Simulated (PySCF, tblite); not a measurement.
**C7H13O2−: geometry, infrared bands and NMR shifts**

What infrared bands and NMR shifts should C7H13O2− (`CO[C@@H]1[C@@H]([O-])[C@H]1C(C)C`) show?

Programs: tblite 0.8.0 and PySCF 2.14.0, with density-fitted response routines of our own. Each step states its level of theory. These are calculated values for one molecule in the gas phase, unless marked as measured. Atoms count from 0, in the outputs and in this text.

## Step 1: The starting structure

22 atoms, charge -1, multiplicity 1; geometry from: force field or distance geometry start.

Bonds of the start (Å): C0–O1 1.44, O1–C2 1.45, C2–C3 1.50, C3–O4 1.43, C3–C5 1.51, C5–C6 1.50, C6–C7 1.52, C6–C8 1.52, C5–C2 1.52, C0–H9 1.09, C0–H10 1.09, C0–H11 1.09, C2–H12 1.10, C3–H13 1.09, C5–H14 1.08, C6–H15 1.11, C7–H16 1.10, C7–H17 1.10, C7–H18 1.09, C8–H19 1.10, C8–H20 1.11, C8–H21 1.10.

## Step 2: Geometry optimisation with GFN2-xTB

The job: settings as JSON, then the geometry in Å.

```
{"job": {"kind": "relax", "xc": "GFN2-xTB", "basis": "xTB"}, "charge": -1, "multiplicity": 1}
C      3.400600     0.706000    -0.306400
O      2.030300     0.880600    -0.701100
C      1.144600     0.286600     0.281500
C      0.958000    -1.199700     0.200600
O      0.794600    -1.863800     1.454300
C     -0.140300    -0.290000    -0.289500
C     -1.443700    -0.068100     0.428400
C     -2.446700    -1.149700     0.050900
C     -2.001100     1.308200     0.092900
H      3.660200    -0.351800    -0.297100
H      4.019900     1.225300    -1.034300
H      3.562400     1.143300     0.684100
H      1.072500     0.766400     1.263500
H      1.520800    -1.746800    -0.551800
H     -0.263800    -0.232000    -1.361700
H     -1.302200    -0.106200     1.531000
H     -2.653200    -1.142100    -1.027100
H     -3.403900    -1.013100     0.571600
H     -2.077900    -2.147400     0.308400
H     -1.298900     2.101000     0.391400
H     -2.954200     1.495500     0.620200
H     -2.188600     1.417200    -0.982500
```

The run is started by

```sh
$ OMP_NUM_THREADS=1 python probes_run.py task.json out
```

This one command runs all jobs of the session in turn.

**Question.** This job is followed by: GFN2-xTB harmonic vibrations, gas phase; GIAO PBE0/pcSseg-1 NMR shielding, non-relativistic, gas phase. What will the session give for the following? strongest single infrared mode (GFN2-xTB); zero-point energy (GFN2-xTB); 13C shifts against TMS (PBE0/pcSseg-1); 1H shifts against TMS (PBE0/pcSseg-1, means over atoms taken as alike); 17O shifts against H2O (PBE0/pcSseg-1).

**Answer**, as computed:

| quantity | value |
| --- | --- |
| strongest single infrared mode (GFN2-xTB) | 1426 cm⁻¹, 462 km/mol |
| zero-point energy (GFN2-xTB) | 115.5 kcal/mol |
| 13C shifts against TMS (PBE0/pcSseg-1) | 80.6, 76.5, 57.9, 43.8, 29.0, 26.4, 24.8 ppm |
| 1H shifts against TMS (PBE0/pcSseg-1, means over atoms taken as alike) | 5.58, 3.34, 1.87, 1.77, 0.92, 0.84, -0.38 ppm |
| 17O shifts against H2O (PBE0/pcSseg-1) | 65.5, 35.8 ppm |

The optimisation took 46 steps and gained 0.541 eV; among the close pairs (by a distance rule), C3–O4 changed most, from 1.428 to 1.285 Å. All 60 modes are real, so the xTB geometry is a minimum. The strongest single mode, at 1426 cm⁻¹, moves mainly C3. GFN2-xTB is a fitted tight-binding method: band positions and strengths are rough. Its intensities can rank the bands wrongly. At PBE0/pcSseg-1: Shielding is most anisotropic at O4 (span 139 ppm, paramagnetic term -130 ppm). At PBE0/pcSseg-1 the HOMO lies above zero (+0.52 eV), as often for anions in the gas phase: self-interaction error lifts it, or the electron is held by the finite basis alone; counter-ions and solvent are missing.
